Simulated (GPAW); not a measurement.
# BiTe (R-3m) in GPAW: further runs, part 2 of 2

GPAW 26.7.0. Earlier steps stand in the parts before.

## 4. Single point, PBEsol (the cell as VASP's run set it)

run.py reads:

```python
from ase.dft.bandgap import bandgap
from ase.io import read, write
from ase.units import GPa
from gpaw import GPAW, PW, setup_paths

setup_paths.insert(0, '.')

atoms = read('BiTe.xyz')

calc = GPAW(mode=PW(600),
            xc='PBEsol',
            kpts={'size': (7, 7, 7), 'gamma': True},
            occupations={'name': 'methfessel-paxton', 'order': 0, 'width': 0.02},
            nbands=20,
            convergence={'density': 1e-05, 'energy': 1e-05},
            maxiter=150,
            txt='gpaw.txt')
atoms.calc = calc
energy = atoms.get_potential_energy()
forces = atoms.get_forces()
stress = atoms.get_stress()
calc.write('gs.gpw')
write('result.traj', atoms)
print(f'Energy: {energy:.6f} eV')
print('Forces (eV/A):')
print(forces.round(4))
print('Stress (GPa):', (stress / GPa).round(3))
print('Fermi level:', round(calc.get_fermi_level(), 4), 'eV')
print(f'Gap: {bandgap(calc)[0]:.4f} eV, direct: {bandgap(calc, direct=True)[0]:.4f} eV')
```

BiTe.xyz reads:

```xyz
2
Lattice="4.3394058600 0.0000000000 0.0000000000 1.6341908363 4.0199332741 0.0000000000 1.6341908363 1.0997291001 3.8665823972" Properties=species:S:1:pos:R:3 pbc="T T T"
Bi     3.8038937663      2.5598311871      1.9332911986
Te     0.0000000000      0.0000000000      0.0000000000
```

Potentials or basis: PAW data sets generated in the run's folder for this functional, pw.

Started as:

```bash
$ gpaw-setup -f PBEsol Bi Te
$ OMP_NUM_THREADS=1 python run.py
```

gpaw.txt:

```text
__  _  _
 | _ |_)|_||  |
 |__||  | ||/\| - 26.7.0

Input parameters:
  mode=PW(ecut=600.0),
  convergence={'density': 1e-05, 'energy': 1e-05},
  kpts=MonkhorstPack(size=(7, 7, 7), gamma=True),
  maxiter=150,
  nbands=20,
  occupations=Occupations(name='methfessel-paxton', order=0, width=0.02),
  xc=XC(name='PBEsol')

Diagonalizing LCAO Hamiltonian
Converting LCAO to pw mode

                  Bi

       Te

Atoms  # Å, Bohr magnetons
|   | symbol |        x |        y |        z |    initial magnetic moments |
|---|--------|----------|----------|----------|-----------------------------|
| 0 |     Bi | 3.803894 | 2.559831 | 1.933291 | ( 0.0000,  0.0000,  0.0000) |
| 1 |     Te | 0.000000 | 0.000000 | 0.000000 | ( 0.0000,  0.0000,  0.0000) |

Unit cell  # Å
| periodic |        x |        y |        z |  lengths |    angles |
|----------|----------|----------|----------|----------|-----------|
|      yes | 4.339406 | 0.000000 | 0.000000 | 4.339406 | 67.877182 |
|      yes | 1.634191 | 4.019933 | 0.000000 | 4.339406 | 67.877182 |
|      yes | 1.634191 | 1.099729 | 3.866582 | 4.339406 | 67.877182 |

Number of symmetries: 12
Symmetry operations  # r_c * U_cc + t_c -> r_c
|    | kind |            matrix            |
|----|------|------------------------------|
|  0 |  E   |  1, 0, 0,  0, 1, 0,  0, 0, 1 |
|  1 |  σ   |  1, 0, 0,  0, 0, 1,  0, 1, 0 |
|  2 |  σ   |  0, 1, 0,  1, 0, 0,  0, 0, 1 |
|  3 |  C3  |  0, 1, 0,  0, 0, 1,  1, 0, 0 |
|  4 |  C3  |  0, 0, 1,  1, 0, 0,  0, 1, 0 |
|  5 |  σ   |  0, 0, 1,  0, 1, 0,  1, 0, 0 |
|  6 |  C2  |  0, 0,-1,  0,-1, 0, -1, 0, 0 |
|  7 |  S6  |  0, 0,-1, -1, 0, 0,  0,-1, 0 |
|  8 |  S6  |  0,-1, 0,  0, 0,-1, -1, 0, 0 |
|  9 |  C2  |  0,-1, 0, -1, 0, 0,  0, 0,-1 |
| 10 |  C2  | -1, 0, 0,  0, 0,-1,  0,-1, 0 |
| 11 |  i   | -1, 0, 0,  0,-1, 0,  0, 0,-1 |

BZ-sampling:
  Number of BZ points: 343
  Number of IBZ points: 44

  Monkhorst-Pack size: [7, 7, 7]
  Monkhorst-Pack shift: [0, 0, 0]

K-points  # in reciprocal-cell coordinates
|     |                                coordinates |     weight |
|-----|--------------------------------------------|------------|
|   0 | (  0.00000000,   0.00000000,   0.00000000) | 0.00291545 |
|   1 | (  0.14285714,   0.00000000,  -0.14285714) | 0.01749271 |
|   2 | (  0.14285714,   0.00000000,   0.00000000) | 0.01749271 |
|   3 | (  0.14285714,   0.14285714,  -0.14285714) | 0.01749271 |
|   4 | (  0.14285714,   0.14285714,   0.00000000) | 0.01749271 |
|   5 | (  0.14285714,   0.14285714,   0.14285714) | 0.00583090 |
|   6 | (  0.28571429,  -0.14285714,  -0.14285714) | 0.01749271 |
|   7 | (  0.28571429,   0.00000000,  -0.28571429) | 0.01749271 |
|   8 | (  0.28571429,   0.00000000,  -0.14285714) | 0.03498542 |
|   9 | (  0.28571429,   0.00000000,   0.00000000) | 0.01749271 |
| ... |                                            |            |
|  43 | (  0.42857143,   0.42857143,   0.42857143) | 0.00583090 |

Plane wave coefficients: 2263
Cutoff: 600.0 eV

Spin-components: 1 (collinear spins)
Bands:           20
Projectors:      11
Spin-degeneracy: 2
Datatype:        complex128

Parallelization:
  kpt:    1
  domain: 1
  band:   1

Density:
  Valence electrons: 21.0
  Components: 1
  Grid points: [25 25 25]
  Charge: 0.0  # |e|

Potential:
  Grid points: [25 25 25]

species:
  Bi:
    name:    Bismuth
    Z:       83.0
    valence: 15
    core:    68
    charge:  0.0  # [|e|]
    compensation charges:
      type: gauss
      rc: 0.38  # [Å]
      lmax: 2
    cutoffs:
      filter: 2.23  # [Å]
      core: 2.33  # [Å]
    projectors
    | kind |    occ | energy [eV] | rcut [Å] |
    |------|--------|-------------|----------|
    |   6s |  2.000 |     -14.443 |    1.286 |
    |   6p |  3.000 |      -4.606 |    1.275 |
    |   5d | 10.000 |     -27.097 |    1.349 |
    |    s |        |      12.769 |    1.286 |
    |    p |        |      22.605 |    1.275 |
    |    d |        |       0.114 |    1.349 |

    Using partial waves for Bi as LCAO basis

  Te:
    name:    Tellurium
    Z:       52.0
    valence: 6
    core:    46
    charge:  0.0  # [|e|]
    compensation charges:
      type: gauss
      rc: 0.36  # [Å]
      lmax: 2
    cutoffs:
      filter: 2.09  # [Å]
      core: 3.17  # [Å]
    projectors
    | kind |    occ | energy [eV] | rcut [Å] |
    |------|--------|-------------|----------|
    |   5s |  2.000 |     -15.132 |    1.180 |
    |   5p |  4.000 |      -5.970 |    1.196 |
    |    s |        |      12.080 |    1.180 |
    |    p |        |      21.241 |    1.196 |
    |    d |        |       0.000 |    1.238 |

    Using partial waves for Te as LCAO basis

Reference energy: -769405.804806  # eV

eigensolver:
  PPCG
  Converge bands: occupied
  niter=2

density mixing:
  MSR1-Mixer
  Pratt-step length: 0.05
  Maximum mixing coefficient: 0.75
  Old densities: 10
  SVD Regularization: 0.005
  Good broyden scale: 1.0
  Trust region scale: 1.0
  Backstep threshold: 4.0
  History deletion threshold: 6.0
  Fourier metric: weight=20.0, sigma=0.015

occupation numbers:
  Methfessel-Paxton:
    width: 0.0200  # eV
    order: 0

poisson solver:
  ecut: 4800.0  # eV

xc functional:
  name: PBEsol with 2 nearest neighbor stencil

convergence criteria:
- Maximum integral of absolute [dens]ity change: 1e-05 electrons / valence electron
- Maximum [total energy] change in last 3 cyles: 1e-05 eV / valence electron
- Maximum integral of absolute [eigenst]ate change: 4e-08 eV^2 / valence electron
maximum number of iterations: 150

SCF iterations
|iter     | |      energy | eigst |  dens |
|---------|-|-------------|-------|-------|
|iter:   1| |   -8.848792 | -0.41 |       |
|iter:   2| |   -8.844532 | -2.54 | -1.53 |
|iter:   3| |   -8.819638 | -3.16 | -1.57 |
|iter:   4| |   -8.820851 | -3.61 | -2.03 |
|iter:   5| |   -8.821185 | -4.34 | -2.41 |
|iter:   6| |   -8.821227 | -5.28 | -3.16 |
|iter:   7| |   -8.821234c| -6.22 | -3.80 |
|iter:   8| |   -8.821234c| -7.18 | -4.62 |
|iter:   9| |   -8.821234c| -7.88c| -4.99 |
|iter:  10| |   -8.821234c| -8.40c| -5.57c|

Converged in 10 steps
Energy contributions relative to reference atoms: (reference = -769405.804806)

Energy contributions:
  Kinetic:          17.981825
  Coulomb:         -17.625712
  Zero:             -1.340989
  External:          0.000000
  Xc:               -7.836296
  Entropy:          -0.000127
  Spinorbit:         0.000000
  ----------------------------
  Free energy:      -8.821298
  Extrapolated:     -8.821234

dipole moment: (-32.571720, -21.919147, -16.554253)  # |e|*Ang

Fermi level: 6.303
Eigenvalues  # (at kpt = [0.000, 0.000, 0.000])
| band index |      eig [eV] | occ [0-2] |
|------------|---------------|-----------|
|          0 |       -17.076 |     2.000 |
|        ... |               |           |
|          2 |       -17.058 |     2.000 |
|          3 |       -17.058 |     2.000 |
|          4 |       -17.039 |     2.000 |
|          5 |        -7.165 |     2.000 |
|          6 |        -1.920 |     2.000 |
|          7 |         3.358 |     2.000 |
[... 8 lines left out ...]
|         16 |        12.935 |     0.000 |
|         17 |        13.203 |     0.000 |
|        ... |               |           |
|         19 |        13.204 |     0.000 |

No gap
No difference between direct/indirect transitions

Forces  # eV/Ang
|       x |        y |       z |
|---------|----------|---------|
| 0.00000 | -0.00000 | 0.00000 |  # Bi   0
| 0.00000 | -0.00000 | 0.00000 |  # Te   1

Stress tensor  # eV/Ang^3
|         x |         y |         z |
|-----------|-----------|-----------|
|  0.015618 | -0.000075 | -0.000057 |
| -0.000075 |  0.015679 | -0.000038 |
| -0.000057 | -0.000038 |  0.015700 |

# Writing to gs.gpw (mode='')
```

It took 36 s on 1 thread of Arm Neoverse V1, shared host; peak memory 0.19 GiB.

What came out:

```yaml
Free_energy: -8.8213 eV
Pressure: -2.5 GPa
Band_gap_on_the_k_mesh: none (metal or under the smearing width)
```

Caveat: spin-orbit coupling is left out, which moves the levels of the heavy elements.

## 5. Overview

```csv
task,cell,k mesh,smearing,optimizer,fmax,max steps,target pressure,convergence,gap on the mesh (eV),pressure (GPa)
relaxation of cell and atoms,relaxed to 20 GPa,5 × 5 × 5,fermi-dirac 0.05 eV,BFGS,0.02 eV/Å,60,20 GPa,density=1e-05 forces=0.0001,none,20.1
relaxation of cell and atoms,relaxed to 30 GPa,5 × 5 × 5,fermi-dirac 0.05 eV,BFGS,0.02 eV/Å,60,30 GPa,density=1e-05 forces=0.0001,none,30.0
single point,the cell as VASP's run set it,7 × 7 × 7,gaussian 0.02 eV,-,-,-,-,-,none,-2.5
```

Alike in all rows: level PBEsol; potentials or basis PAW data sets generated in the run's folder for this functional, pw; no spin polarisation; cutoff (eV) 600.

Caveats: spin-orbit coupling is left out, which moves the levels of the heavy elements; later steps reuse the first step's grids (some runs).

Absolute energies hang on the potentials; compare differences alone.
